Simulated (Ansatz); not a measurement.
# In3GaAs4: the cost of one run

Program: Ansatz 0.2.0. Level of theory: DFT PBE, scalar-relativistic, plane waves, PAW. These are calculated values, not measurements.

1 further run of the same task is left out (set aside as unsound or not needed). Runs told in other sessions of the task aren't counted.

## Step 1: The starting structure

It takes space group P3m1 (No. 156, trigonal). Conventional cell: a = 4.288 Å, b = 4.288 Å, c = 14.136 Å, α = 90.00°, β = 90.00°, γ = 120.00°. Around In (site symmetry 3m) lie 4 As at 2.65 to 2.68 Å. In (site symmetry 3m) is surrounded by 4 As at 2.65 to 2.69 Å. Around Ga (site symmetry 3m) lie 4 As at 2.50 to 2.59 Å. As (site symmetry 3m) is surrounded by 4 In at 2.65 to 2.68 Å. As (site symmetry 3m) is surrounded by 1 Ga at 2.50 Å and 3 In at 2.65 Å. Around As (site symmetry 3m) lie 3 Ga at 2.59 Å and 1 In at 2.69 Å.

As a file:

```
In Ga As
1.0
     4.28798    0.00000    0.00000
    -2.14399    3.71350    0.00000
     0.00000    0.00000   14.13596
In Ga As
3 1 4
Direct
  0.00000 0.00000 0.25053
  0.66667 0.33333 0.99451
  0.66667 0.33333 0.50671
  0.00000 0.00000 0.75074
  0.00000 0.00000 0.43981
  0.00000 0.00000 0.92785
  0.66667 0.33333 0.18382
  0.66667 0.33333 0.69703
```

It is the end of an earlier relaxation with the same method, from a generated guess; it is a trial structure. At a tolerance of 0.05 Å it has space group P3m1 (No. 156); it has 28.14 Å³/atom, an uncorrected energy of -0.24 eV/atom over the elements.

## Step 2: Static run: bands, density of states and charges

Input file input.yaml:

```yaml
crystal:
  lattice:
    - [4.2879792973, -2.89e-08, 0.0]
    - [-2.1439896236, 3.7134990168, 0.0]
    - [0.0, 0.0, 14.1359642]
  atoms:
    - { symbol: In, position: [0.0, 0.0, 0.250533] }
    - { symbol: In, position: [0.6666666667, 0.3333333333, 0.994509] }
    - { symbol: In, position: [0.6666666667, 0.3333333333, 0.50671] }
    - { symbol: Ga, position: [0.0, 0.0, 0.750742] }
    - { symbol: As, position: [0.0, 0.0, 0.439813] }
    - { symbol: As, position: [0.0, 0.0, 0.927847] }
    - { symbol: As, position: [0.6666666667, 0.3333333333, 0.183819] }
    - { symbol: As, position: [0.6666666667, 0.3333333333, 0.697026] }
basis:
  ecutwfc: 420
kpoints:
  mp_grid: { grid: [12, 12, 4] }
  band_path:
    path:
      - [[0.0, 0.0, 0.0], [0.5, 0.0, 0.0], [0.33333333, 0.33333333, 0.0], [0.0, 0.0, 0.0], [0.0, 0.0, 0.5], [0.5, 0.0, 0.5], [0.33333333, 0.33333333, 0.5], [0.0, 0.0, 0.5]]
      - [[0.5, 0.0, 0.5], [0.5, 0.0, 0.0]]
      - [[0.33333333, 0.33333333, 0.5], [0.33333333, 0.33333333, 0.0]]
    npoints: 14
hamiltonian:
  xc: pbe
scf:
  occupations: { method: gaussian, width: 0.1 }
  n_extra_bands: 20
output:
  forces: true
  stress: true
  eigenvalues: true
  populations: true
  dos: { projected: true, de: 0.02, nscf_kmesh: { grid: [15, 15, 5] } }
  bader: true
  write_density: true
  write_potential: true
  elf: true
  volumetric_format: npy
```

The run is started by

```
ansatz run input.yaml --threads 4 --pin off --max-ram 8192MiB --backend cpu --events-out ev --progress --plain --runs-dir out
```

Q: Estimate wall time and peak memory on 4 threads of Intel Xeon 6975P-C (Granite Rapids), shared host.

About 65 s, with a peak of 1.9 GiB.
